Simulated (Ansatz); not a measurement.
Working through a convergence test of the plane-wave cutoff of Zn3Pd, space group I4/mmm

Program: the Ansatz DFT code, driven from Python.

Contents of `zn3pd.extxyz`:
```text
4
Lattice="-1.85532641 1.85532641 4.04297935 1.85532641 -1.85532641 4.04297935 1.85532641 1.85532641 -4.04297935" Properties=species:S:1:pos:R:3 pbc="T T T"
Zn    0.00000000    1.85532641    2.02148968
Zn    1.85532641    0.00000000    2.02148968
Zn    0.00000000    0.00000000    4.04297935
Pd    0.00000000    0.00000000    0.00000000
```

At the Python prompt:
```pycon
>>> import ansatz as az
>>> from tabulate import tabulate
>>> xtal = az.Crystal.from_extxyz("zn3pd.extxyz")
>>> model = (
...     xtal.calculation()
...     .kpoints(mesh=(9, 9, 9))
...     .occupations("gaussian", width=0.1)
...     .functional(az.Functional.R2SCAN)
... )
>>> rows = []
>>> for value in [250, 300, 350, 400, 450]:
...     data = model.basis(value).run(threads=1).report
...     rows.append((value, data["free_energy_ev"] / len(data["lattice"]["sites"]), data["n_iterations"], data["n_pw"]))
...
DeckWarning: basis.ecutwfc = 250 eV is below the records' recommended 500 eV, and the density's cutoff is lower with it unless basis.ecutrho_ratio is high enough to keep the records' density cutoff: compare with a run at a higher cutoff
DeckWarning: basis.ecutwfc = 300 eV is below the records' recommended 500 eV, and the density's cutoff is lower with it unless basis.ecutrho_ratio is high enough to keep the records' density cutoff: compare with a run at a higher cutoff
DeckWarning: basis.ecutwfc = 350 eV is below the records' recommended 500 eV, and the density's cutoff is lower with it unless basis.ecutrho_ratio is high enough to keep the records' density cutoff: compare with a run at a higher cutoff
DeckWarning: basis.ecutwfc = 400 eV is below the records' recommended 500 eV, and the density's cutoff is lower with it unless basis.ecutrho_ratio is high enough to keep the records' density cutoff: compare with a run at a higher cutoff
DeckWarning: basis.ecutwfc = 450 eV is below the records' recommended 500 eV, and the density's cutoff is lower with it unless basis.ecutrho_ratio is high enough to keep the records' density cutoff: compare with a run at a higher cutoff
>>> print(tabulate(rows, headers=["cutoff (eV)", "F/atom (eV)", "iterations", "plane waves"], floatfmt=".4f", tablefmt="grid"))
+---------------+---------------+--------------+---------------+
|   cutoff (eV) |   F/atom (eV) |   iterations |   plane waves |
+===============+===============+==============+===============+
|           250 |    -4239.7128 |           10 |           487 |
+---------------+---------------+--------------+---------------+
|           300 |    -4240.9360 |           10 |           671 |
+---------------+---------------+--------------+---------------+
|           350 |    -4241.0521 |            9 |           837 |
+---------------+---------------+--------------+---------------+
|           400 |    -4241.0584 |            9 |          1001 |
+---------------+---------------+--------------+---------------+
|           450 |    -4241.0615 |            9 |          1217 |
+---------------+---------------+--------------+---------------+
>>> for row in rows[:-1]:
...     shift = 1000 * (row[1] - rows[-1][1])
...     print(f"{row[0]}: {shift:+.2f} meV/atom" + ("  (within 1 meV)" if abs(shift) < 1 else ""))
...
250: +1348.64 meV/atom
300: +125.51 meV/atom
350: +9.35 meV/atom
400: +3.04 meV/atom
```

What to keep in mind:
- No spin polarisation was allowed.
- The mesh is modest for a metal, so energies can be off by several to tens of meV an atom and pressures by half a GPa or more; differences at equal mesh fare better.
- The structure comes from a database of computed cells and needn't be a stable or known phase.
- Warnings are shown shortened and without file and line.
- Shifts are counted from the last row, which is itself no proven limit.
- It ran for 58 s on 1 thread of Arm Neoverse V1 (shared host), peak memory 0.6 GiB.
